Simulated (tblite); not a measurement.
# C4H4F3S: the cost of one run

The runs use tblite 0.8.0 and PySCF 2.14.0, with density-fitted response routines of our own; the level of theory stands in each step. All values are computed, except where a source is named. Atoms are numbered from 0 throughout.

### Step 1. The starting structure

12 atoms, charge 0, multiplicity 2; geometry from: force field or distance geometry start.

Bonds of the start (Å): F0–C1 1.37, C1–F2 1.33, C1–C3 1.34, C3–F4 1.38, C3–C5 1.48, C5–C6 1.51, C6–S7 1.81, C5–H8 1.09, C5–H9 1.13, C6–H10 1.11, S7–H11 1.41.

### Step 2. Optimising the geometry with GFN2-xTB

The job: settings as JSON, then the geometry in Å.

```
{"job": {"kind": "relax", "xc": "GFN2-xTB", "basis": "xTB"}, "charge": 0, "multiplicity": 2}
F     -1.467400     2.047500     0.874000
C     -1.951900     0.803000     0.560000
F     -3.247400     0.503500     0.672200
C     -1.124700    -0.169800     0.154600
F     -1.633600    -1.416900    -0.125200
C      0.338700     0.018500     0.010700
C      1.156800    -0.895100     0.883600
S      2.912900    -0.546100     0.607700
H      0.646700    -0.059000    -1.033200
H      0.510800     1.079900     0.350100
H      0.889400    -1.963600     0.770200
H      2.971000     0.597300    -0.221300
```

Launch:

```console
$ OMP_NUM_THREADS=1 python probes_run.py task.json out
```

This one command runs all jobs of the session in turn.

Q: Estimate the wall time of this first job on 1 thread of AMD EPYC, shared host.

About 1.3 s.
